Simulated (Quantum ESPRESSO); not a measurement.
Ge: single point with LDA

Ge:

```xyz
2
Lattice="0.0000 2.8687 2.8058 2.8687 0.0000 2.8058 2.8687 2.8687 0.0000" Properties=species:S:1:pos:R:3 pbc="T T T"
Ge    0.0000    0.0000    0.0000
Ge    1.4344    1.4344    1.4029
```

- Program: Quantum ESPRESSO 7.5
- Task: single point
- Functional: LDA
- Potentials or basis: PseudoDojo 0.4.1 SR LDA standard
- Cutoff: 1061 eV
- Density cutoff: 4245 eV
- k mesh: 10 × 10 × 10
- Occupations: gaussian, width 0.01 eV
- Spin: no spin polarisation
- Form of the LDA correlation: PW92
- Mixing beta: 0.5
- Most SCF iterations: 120
- SCF threshold: 4e-10 Ry

* Pressure: -2.7 GPa
* Band gap on the k mesh: 0.04 eV, indirect (least direct gap 0.16 eV)

Stress tensor (GPa, compression positive):
```
-3.16  0.00  0.00
 0.00 -3.16  0.00
 0.00  0.00 -1.63
```

Levels at points of the mesh, in eV from the valence-band top:
```tsv
k point	band 10	band 11	band 12	band 13	band 14	band 15	band 16	band 17	band 18	band 19
(0.00, 0.00, 0.00)	-24.61	-12.61	-0.32	0.00	0.00	0.16	2.51	2.62	2.62	6.22
(0.00, 0.00, -0.50)	-24.59	-10.58	-7.50	-1.41	-1.22	0.04	3.70	3.84	7.04	10.29
(0.00, -0.50, -0.50)	-24.57	-8.85	-8.85	-2.89	-2.89	0.80	0.80	9.26	9.26	11.22
(-0.50, -0.50, 0.00)	-24.58	-8.75	-8.75	-3.05	-3.05	0.63	0.63	9.31	9.31	11.34
```

Run time: 2.6 min on 1 thread of Intel(R) Xeon(R) Platinum 8259CL CPU @ 2.50GHz (Skylake/Cascade Lake), on a shared host, peak memory 0.17 GiB.

A k mesh can miss the band edges. As with any semilocal functional, this LDA gap is likely too small.
